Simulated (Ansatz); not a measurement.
**C5HF6O2−: basis-set convergence**

One table from this session's results is given with a row withheld; the runs are named, their logs left out.

Method: one geometry, several basis sets; program: Ansatz 0.2.0, Gaussian basis.

Levels to be run: PBE0-D4/def2-SVPD; ωB97M-V/def2-SVPD; PBE0-D4/def2-QZVPPD; ωB97M-V/def2-QZVPPD; the functionals' def2-TZVPPD values are taken from earlier runs.

## The relaxed structure

All runs share one geometry, relaxed beforehand with PBE0-D4 in a triple-zeta def2 set.

14 atoms, charge -1, spin multiplicity 1.

Atoms are counted from 1 here; the program's logs count them from 0.

Bond lengths: O1–C2 1.227 Å, C2–C3 1.405 Å, C2–C10 1.561 Å, C3–C4 1.409 Å, C3–H14 1.084 Å, C4–O5 1.231 Å, C4–C6 1.555 Å, C6–F7 1.341 Å, C6–F8 1.340 Å, C6–F9 1.340 Å, C10–F11 1.351 Å, C10–F12 1.351 Å, C10–F13 1.333 Å. Angles: O1–C2–C3 132.1°, O1–C2–C10 115.8°, C3–C2–C10 112.1°, C2–C3–C4 129.9°, C2–C3–H14 117.0°, C4–C3–H14 113.1°, C3–C4–O5 125.0°, C3–C4–C6 119.7°, O5–C4–C6 115.3°, C4–C6–F7 110.7°, C4–C6–F8 112.6°, C4–C6–F9 112.6°, F7–C6–F8 106.2°, F7–C6–F9 106.2°, F8–C6–F9 108.0°, C2–C10–F11 112.5°, C2–C10–F12 112.5°, C2–C10–F13 112.1° and more.

Geometry (Å):

```xyz
14

O     0.6087   -0.5054    1.5508
C     0.7600   -0.5039    0.3330
C     0.0024    0.0547   -0.7097
C    -1.1914    0.8007   -0.6600
O    -1.7845    1.2511   -1.6404
C    -1.8515    1.1061    0.7149
F    -2.9732    1.8232    0.5531
F    -2.2096   -0.0051    1.3736
F    -1.0585    1.8282    1.5190
C     2.0228   -1.2551   -0.1948
F     1.7095   -2.2681   -1.0313
F     2.8553   -0.4452   -0.8841
F     2.7409   -1.7863    0.7948
H     0.3691   -0.0951   -1.7189
```

The first run:

in.yaml reads:

```yaml
crystal:
  periodic: [false, false, false]
  atoms:
    - {symbol: O, position_ang: [0.608657, -0.505409, 1.550796]}
    - {symbol: C, position_ang: [0.760008, -0.503898, 0.332986]}
    - {symbol: C, position_ang: [0.002440, 0.054699, -0.709714]}
    - {symbol: C, position_ang: [-1.191439, 0.800713, -0.659983]}
    - {symbol: O, position_ang: [-1.784518, 1.251112, -1.640380]}
    - {symbol: C, position_ang: [-1.851549, 1.106149, 0.714872]}
    - {symbol: F, position_ang: [-2.973156, 1.823232, 0.553144]}
    - {symbol: F, position_ang: [-2.209550, -0.005078, 1.373611]}
    - {symbol: F, position_ang: [-1.058458, 1.828211, 1.518964]}
    - {symbol: C, position_ang: [2.022791, -1.255074, -0.194751]}
    - {symbol: F, position_ang: [1.709533, -2.268053, -1.031323]}
    - {symbol: F, position_ang: [2.855268, -0.445180, -0.884089]}
    - {symbol: F, position_ang: [2.740856, -1.786328, 0.794761]}
    - {symbol: H, position_ang: [0.369118, -0.095095, -1.718892]}
basis:
  gaussian: {orbitals: def2-SVPD}
total_charge: -1
hamiltonian: {xc: pbe0, dispersion: d4}
output: {orbitals: {seedname: orbitals}}
```

Among the steps run: PBE0-D4 in def2-SVPD; ωB97M-V in def2-SVPD; PBE0-D4 in def2-QZVPPD; ωB97M-V in def2-QZVPPD.

One of the session's tables, all rows but one given; the rest of the session is left out.

It belongs to the step «Functionals by basis». 

| functional | basis | HOMO (eV) | LUMO (eV) |
| --- | --- | --- | --- |
| PBE0-D4 | def2-SVPD | -2.41 | 2.66 |
| PBE0-D4 | def2-TZVPPD | -2.33 | 2.74 |
| PBE0-D4 | def2-QZVPPD | -2.34 | 2.73 |
| ωB97M-V | def2-SVPD | -4.49 | 4.68 |
| ωB97M-V | def2-TZVPPD | ? | ? |
| ωB97M-V | def2-QZVPPD | -4.40 | 3.56 |

Estimate the missing values for ωB97M-V, def2-TZVPPD.

The run gave: HOMO (eV): -4.39; LUMO (eV): 3.94. In the column «HOMO (eV)» it lies between ωB97M-V, def2-QZVPPD (-4.40) and PBE0-D4, def2-SVPD (-2.41).
